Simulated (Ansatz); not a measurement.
PtSe:

```xyz
2
Lattice="3.7019 0.0000 0.0000 -1.8509 3.2059 0.0000 0.0000 0.0000 3.6128" Properties=species:S:1:pos:R:3 pbc="T T T"
Pt    0.0000    0.0000    0.0000
Se    1.8509    1.0686    1.8064
```

The cell comes from a database or a generator and needn't be the stable form of this composition.

* Program: Ansatz 0.2.0
* Task: relaxation of cell and atoms
* Functional: HSEsol
* Potentials or basis: Ansatz PAW
* Cutoff: 420 eV (not typed: the program's choice for these potentials)
* k mesh: 4 × 4 × 4
* Occupations: fermi-dirac, width 0.05 eV
* Spin: no spin polarisation

At the start: volume 21.44 Å³/atom.

Problem. How do energy, volume and symmetry change on relaxing?

Solution. It ends after 8 steps and the volume is 18.15 Å³/atom (-15.4 %); space group P-6m2 (No. 187, to 0.05 Å).

Step by step:
```tsv
step	energy change (eV)	largest force (eV/Å)	volume (Å³)
1	0.0000	0.0000	42.88
2	-0.4485	0.0000	37.94
3	-0.5118	0.0000	34.71
4	-0.5538	0.0000	35.72
5	-0.5636	0.0000	36.10
6	-0.5676	0.0000	36.33
7	-0.5680	0.0000	36.29
8	-0.5665	0.0000	36.29
```

Final structure:
```
CELL_PARAMETERS angstrom
3.70003 0.00000 0.00000
-1.85001 3.20432 0.00000
0.00000 0.00000 3.06105
ATOMIC_POSITIONS crystal
Pt 0.00000 0.00000 0.00000
Se 0.66667 0.33333 0.50000
```

Caveat: the k mesh is coarse (spacing up to 0.49 Å⁻¹), so the values aren't converged, least of all with exact exchange; the volume moved by over 15 % at a fixed basis, so the end points are rough; the plane-wave basis is chosen anew once the cell has moved, so the energies of steps on either side of that aren't comparable; the PAW data sets come from PBE, with cores solved anew for the run's functional, which leaves a small shift of forces and pressure.
